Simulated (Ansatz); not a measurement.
# AsI: the cost of one run

Program: Ansatz 0.2.0. Level of theory: DFT PBE, scalar-relativistic, plane waves, PAW. These are calculated values, not measurements.

The COD cell was measured well above room temperature, so it is larger than a cold one.

## Step 1: The system as given

It takes space group Fm-3m (No. 225, cubic). The conventional cell has a = 6.359 Å, b = 6.359 Å, c = 6.359 Å, α = 90.00°, β = 90.00°, γ = 90.00°. As (site symmetry m-3m) is surrounded by 6 I at 3.18 Å. Around I (site symmetry m-3m) lie 6 As at 3.18 Å.

Coordinates:

```xyz
2
Lattice="0.0000 3.1795 3.1795 3.1795 0.0000 3.1795 3.1795 3.1795 0.0000" Properties=species:S:1:pos:R:3 pbc="T T T"
As    0.0000    0.0000    0.0000
I     3.1795    3.1795    3.1795
```

This is candidate A: rock salt type (Fm-3m, No. 225).

(A quick probe on a coarse mesh, which set the mesh and smearing, is not shown.)

## Step 3: The relaxation (candidate A)

input.yaml

```yaml
crystal:
  lattice:
    - [0.0, 3.1794891932, 3.1794891932]
    - [3.1794891932, 0.0, 3.1794891932]
    - [3.1794891932, 3.1794891932, 0.0]
  atoms:
    - { symbol: As, position: [0.0, 0.0, 0.0] }
    - { symbol: I, position: [0.5, 0.5, 0.5] }
basis:
  ecutwfc: 420
kpoints:
  mp_grid: { grid: [16, 16, 16] }
hamiltonian:
  xc: pbe
scf:
  occupations: { method: gaussian, width: 0.1 }
output:
  forces: true
  stress: true
  eigenvalues: true
relax:
  adjacent_minimum: "off"
  f_tol: 0.01
  max_steps: 80
  cell: { stress_tol: 0.05 }
```

Run with:

```
$ ansatz run input.yaml --threads 1 --pin off --max-ram 2560MiB --backend cpu --events-out ev --progress --plain --runs-dir out
```

**Question.** How long does this run take on 1 thread of Arm Neoverse V1, shared host, and how much memory does it need?

About 45 s, with a peak of 0.46 GiB.
